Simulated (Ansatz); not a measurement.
# Be: the cost of one run

Program: the Python package of Ansatz 0.2.0. Level of theory: DFT LDA, plane waves, PAW. These are calculated values, not measurements.

**1. The structure**

Be P6_3/mmc: Symmetry: P6_3/mmc, No. 194, hexagonal system. Conventional cell: a = 2.250 Å, b = 2.250 Å, c = 3.674 Å, α = 90.00°, β = 90.00°, γ = 120.00°. Be (site symmetry -6m2) has 12 Be at 2.25 Å as nearest neighbours.

Be Fm-3m: The structure is cubic, space group Fm-3m (No. 225). Conventional cell: a = 3.190 Å, b = 3.190 Å, c = 3.190 Å, α = 90.00°, β = 90.00°, γ = 90.00°. Be (site symmetry m-3m) is surrounded by 12 Be at 2.26 Å.

Be Pm-3m: It takes space group Pm-3m (No. 221, cubic). The conventional cell has a = 2.070 Å, b = 2.070 Å, c = 2.070 Å, α = 90.00°, β = 90.00°, γ = 90.00°. Around Be (site symmetry m-3m) lie 6 Be at 2.07 Å.

Be Fd-3m: It takes space group Fd-3m (No. 227, cubic). The conventional cell has a = 4.380 Å, b = 4.380 Å, c = 4.380 Å, α = 90.00°, β = 90.00°, γ = 90.00°. Around Be (site symmetry -43m) lie 4 Be at 1.90 Å.

Be Im-3m: Symmetry: Im-3m, No. 229, cubic system. Conventional cell: a = 2.530 Å, b = 2.530 Å, c = 2.530 Å, α = 90.00°, β = 90.00°, γ = 90.00°. Be (site symmetry m-3m) is surrounded by 8 Be at 2.19 Å.

No structure file is read: the coordinates are typed or built in the script.

**2. Script**

prototypes.py

```python
# -*- coding: utf-8 -*-
from dataclasses import dataclass
import warnings

import ansatz as az
import numpy as np
import spglib
from tabulate import tabulate


@dataclass
class Options:
    ecut: int = 420
    tolerance: float = 1e-09
    kspacing: float = 0.15
    occupations: str = "fermi_dirac"
    width_ev: float = 0.1


opts = Options()


def hcp(a_site, a):
    return (
        az.Lattice.from_parameters(a, a, 1.633 * a, alpha=90, beta=90, gamma=120)
        .space_group(194)
        .atom(a_site, (1 / 3, 2 / 3, 0.25))
    )


def fcc(a_site, a):
    return (
        az.Lattice.fcc(a)
        .space_group(225)
        .atom(a_site, (0, 0, 0))
        .primitive()
    )


def sc(A, a):
    return (
        az.Lattice.cubic(a)
        .space_group(221)
        .atom(A, (0, 0, 0))
    )


def diamond(A, a):
    return (
        az.Lattice.fcc(a)
        .space_group(227, origin_choice=1)
        .atom(A, (0, 0, 0))
        .primitive()
    )


def bcc(first, a):
    return az.Crystal.bcc(first, a=a)


def run_phase(name, crystal):
    calc = (
        crystal.calculation()
        .functional(az.Functional.LDA)
        .basis(opts.ecut)
        .scf(tolerance=opts.tolerance)
        .kpoints(spacing=opts.kspacing)
        .occupations(opts.occupations, width=opts.width_ev)
        .stress()
        .band_table()
    )
    calc = calc.relax(force_tolerance=0.02, cell=True)
    return calc.run(threads=1, pin="off")


def space_group(outcome):
    sites = outcome.report["lattice"]["sites"]
    kinds = sorted({site["symbol"] for site in sites})
    cell = (outcome.lattice.cell_ang, [site["position_frac"] for site in sites], [kinds.index(site["symbol"]) for site in sites])
    return spglib.get_spacegroup(cell, symprec=0.01)


def pressure_gpa(outcome):
    return float(np.trace(outcome.report["stress_gpa"]) / 3)


def volume_per_atom(outcome):
    return abs(np.linalg.det(outcome.lattice.cell_ang)) / len(outcome.lattice.sites)

warnings.simplefilter("ignore", az.DeckWarning)

phases = {}
phases["hcp"] = hcp("Be", 2.25)
phases["fcc"] = fcc("Be", 3.19)
phases["sc"] = sc("Be", 2.07)
phases["diamond"] = diamond("Be", 4.38)
phases["bcc"] = bcc("Be", 2.53)

done = {}
for name, crystal in phases.items():
    try:
        done[name] = run_phase(name, crystal)
    except az.NonConvergedError as error:
        print(name, "did not converge:", str(error)[:120])

energy = {name: o.report["energy_sigma0_ev"] / len(o.lattice.sites) for name, o in done.items()}
lowest = min(energy.values())
rows = [(name, len(o.lattice.sites), 1000 * (energy[name] - lowest), space_group(o), pressure_gpa(o), volume_per_atom(o)) for name, o in done.items()]
rows.sort(key=lambda row: row[2])
print(tabulate(rows, headers=["phase", "atoms", "dE (meV/atom)", "space group", "P (GPa)", "V (A^3/atom)"], floatfmt=".4f", tablefmt="simple"))
print("lowest in energy:", rows[0][0])
```

**3. The input behind the calls**

The package turns the script's settings into the engine's input (first run):

```yaml
crystal:
  lattice:
    a: 2.25
    b: 2.25
    c: 3.67425
    alpha: 90.0
    beta: 90.0
    gamma: 120.0
  space_group: 194
  atoms:
    - { symbol: Be, position: [0.3333333333333333, 0.6666666666666666, 0.25] }
basis:
  ecutwfc: 420.0
kpoints:
  mp_grid:
    kspacing: 0.15
hamiltonian:
  xc: lda
scf:
  convergence:
    dr2_threshold: 1.0e-09
  occupations:
    method: fermi_dirac
    width: 0.1
relax:
  f_tol: 0.02
  cell: {}
output:
  stress: true
  eigenvalues: true
```

**4. Running it**

Launch:

```sh
python prototypes.py
```

What time and memory should one allow on 1 thread of Arm Neoverse V1, shared host?

About 63 s, with a peak of 0.42 GiB.
